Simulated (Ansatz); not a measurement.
**C₃H₇NOSi: up Jacob's ladder to CCSD(T)**

Aim: compute C₃H₇NOSi with functionals from several rungs and with coupled cluster, and see how far each lands from CCSD(T) at the basis-set limit for the atomisation energy.

Method: functionals in def2-TZVPP, the program's frozen cores in correlated methods; program: Ansatz 0.2.0, Gaussian basis.

The runs, in order: PBE-D4, r2SCAN-D4, PBE0-D4, B3LYP-D4, ωB97X-V, ωB97M-V, B2PLYP; CCSD(T)/def2-TZVPP; MP2/def2-QZVPP; extrapolation to the limit.

## Step 1: The relaxed structure

All runs share one geometry, relaxed beforehand with PBE0-D4 in a triple-zeta def2 set.

13 atoms, charge 0, spin multiplicity 1.

Atoms are counted from 1 here; the program's logs count them from 0.

Bond lengths: C1–O2 1.432 Å, C1–H7 1.087 Å, C1–H8 1.091 Å, C1–H9 1.091 Å, O2–C3 1.316 Å, C3–N4 1.284 Å, C3–Si5 1.770 Å, N4–Si5 1.779 Å, Si5–C6 1.854 Å, Si5–H10 1.482 Å, C6–H11 1.093 Å, C6–H12 1.091 Å, C6–H13 1.094 Å. Angles: O2–C1–H7 105.9°, O2–C1–H8 110.4°, O2–C1–H9 110.4°, H7–C1–H8 110.7°, H7–C1–H9 110.7°, H8–C1–H9 108.9°, C1–O2–C3 114.3°, O2–C3–N4 131.0°, O2–C3–Si5 159.8°, N4–C3–Si5 69.2°, C3–N4–Si5 68.4°, C3–Si5–N4 42.4°, C3–Si5–C6 124.4°, C3–Si5–H10 120.6°, N4–Si5–C6 120.7°, N4–Si5–H10 117.9°, C6–Si5–H10 112.7°, Si5–C6–H11 110.8° and more.

## Step 2: PBE-D4 (GGA)

The input, in.yaml:

```yaml
crystal:
  periodic: [false, false, false]
  atoms:
    - {symbol: C, position_ang: [-1.414500, -2.221864, 0.767082]}
    - {symbol: O, position_ang: [-0.082241, -1.783399, 0.475962]}
    - {symbol: C, position_ang: [0.063471, -0.475391, 0.444576]}
    - {symbol: N, position_ang: [-0.784914, 0.471025, 0.626608]}
    - {symbol: Si, position_ang: [0.836770, 1.106595, 0.264331]}
    - {symbol: C, position_ang: [1.194270, 1.917500, -1.363860]}
    - {symbol: H, position_ang: [-1.377171, -3.308556, 0.763762]}
    - {symbol: H, position_ang: [-1.731773, -1.849986, 1.742596]}
    - {symbol: H, position_ang: [-2.108601, -1.857929, 0.007793]}
    - {symbol: H, position_ang: [1.616367, 1.695364, 1.378754]}
    - {symbol: H, position_ang: [2.256508, 1.842408, -1.610018]}
    - {symbol: H, position_ang: [0.615284, 1.450038, -2.161640]}
    - {symbol: H, position_ang: [0.936930, 2.979497, -1.321047]}
basis:
  gaussian: {orbitals: def2-TZVPP}
hamiltonian: {xc: pbe, dispersion: d4}
output: {forces: true, orbitals: {seedname: orbitals}}
```

Command:

```sh
ansatz run in.yaml --threads 4 --pin off --events-out ev --progress --plain --max-ram 10444MiB
```

Further steps of the session: r2SCAN-D4 (meta-GGA); PBE0-D4 (hybrid); B3LYP-D4 (hybrid); ωB97X-V (range-separated); ωB97M-V (range-separated); B2PLYP (double hybrid); CCSD(T) in def2-TZVPP; MP2 in def2-QZVPP.

**Question.** What will the summary of the whole plan be? Wanted: atomisation energy, CCSD(T)/CBS; farthest; mean size of error, hybrid; mean size of error, range-separated; gap, smallest and largest; T1 diagnostic; triples share of the correlation energy.

As calculated:

```
                               quantity                                 value
        atomisation energy, CCSD(T)/CBS                         5041.5 kJ/mol
 functionals within 25.2 kJ/mol (0.5 %)                              B3LYP-D4
                               farthest                PBE-D4 (+157.7 kJ/mol)
             mean size of error, hybrid                           23.9 kJ/mol
    mean size of error, range-separated                           31.1 kJ/mol
              gap, smallest and largest  4.56 eV (PBE-D4), 11.04 eV (ωB97X-V)
                          T1 diagnostic                                0.0140
triples share of the correlation energy                                 4.3 %
```

What this shows: PBE-D4 misses by +157.7 kJ/mol. Double hybrids carry the basis error of their MP2 part in triple zeta, and no dispersion term here, so their miss is partly the set-up's. The reference freezes the cores and leaves out relativity and excitations past (T), so misses under about 25.2 kJ/mol can't be ranked. Hartree-Fock recovers 70 % of the binding; the rest is correlation. The gap grows from 4.6 to 11.0 eV across the functionals, mostly with the share of exact exchange.
